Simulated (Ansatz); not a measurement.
# B₂ClFH₄Si: basis-set convergence

One table from this session's results is given with a row withheld; the runs are named, their logs left out.

Program: Ansatz 0.2.0, Gaussian basis. Level of theory: one geometry, several basis sets. These are calculated values, not measurements.

Plan: PBE0-D4/def2-SVP; ωB97M-V/def2-SVP; PBE0-D4/def2-QZVPP; ωB97M-V/def2-QZVPP; the functionals' def2-TZVPP values are taken from earlier runs.

## The relaxed structure

An earlier PBE0-D4 in a triple-zeta def2 set relaxation fixed the geometry.

SMILES `B[SiH](F)BCl`, 9 atoms, charge 0, spin multiplicity 1.

Atoms are counted from 1 here; the program's logs count them from 0.

Bond lengths: B1–Si2 1.998 Å, B1–H6 1.194 Å, B1–H7 1.196 Å, Si2–F3 1.611 Å, Si2–B4 2.018 Å, Si2–H8 1.494 Å, B4–Cl5 1.740 Å, B4–H9 1.193 Å. Angles: Si2–B1–H6 123.4°, Si2–B1–H7 118.1°, H6–B1–H7 118.4°, B1–Si2–F3 113.6°, B1–Si2–B4 108.9°, B1–Si2–H8 108.6°, F3–Si2–B4 110.6°, F3–Si2–H8 107.2°, B4–Si2–H8 107.7°, Si2–B4–Cl5 117.6°, Si2–B4–H9 125.6°, Cl5–B4–H9 116.8°.

Set-up of the first run:

File in.yaml:

```yaml
crystal:
  periodic: [false, false, false]
  atoms:
    - {symbol: B, position_ang: [0.279773, -0.009115, 1.669405]}
    - {symbol: Si, position_ang: [0.612160, -0.436894, -0.254045]}
    - {symbol: F, position_ang: [2.115821, -0.115255, -0.735210]}
    - {symbol: B, position_ang: [-0.724579, 0.563619, -1.387190]}
    - {symbol: Cl, position_ang: [-2.410072, 0.198821, -1.156730]}
    - {symbol: H, position_ang: [1.088203, 0.512636, 2.376969]}
    - {symbol: H, position_ang: [-0.794952, -0.265622, 2.126319]}
    - {symbol: H, position_ang: [0.383265, -1.898115, -0.464239]}
    - {symbol: H, position_ang: [-0.461118, 1.403626, -2.192378]}
basis:
  gaussian: {orbitals: def2-SVP}
hamiltonian: {xc: pbe0, dispersion: d4}
output: {orbitals: {seedname: orbitals}}
```

Among the steps run: PBE0-D4 in def2-SVP; ωB97M-V in def2-SVP; PBE0-D4 in def2-QZVPP; ωB97M-V in def2-QZVPP.

One of the session's tables, all rows but one given; the rest of the session is left out.

It belongs to the step «Density functionals: the series». 

```
functional       basis  HOMO (eV)  LUMO (eV)
   PBE0-D4    def2-SVP      -7.77      -2.88
   PBE0-D4  def2-TZVPP      -7.84      -2.96
   PBE0-D4  def2-QZVPP      -7.86      -2.98
   ωB97M-V    def2-SVP          ?          ?
   ωB97M-V  def2-TZVPP      -9.95      -1.00
   ωB97M-V  def2-QZVPP      -9.97      -1.03
```

Estimate the missing values for ωB97M-V, def2-SVP.

As computed: HOMO (eV): -9.84; LUMO (eV): -0.83. In the column «HOMO (eV)» it lies between ωB97M-V, def2-TZVPP (-9.95) and PBE0-D4, def2-QZVPP (-7.86).
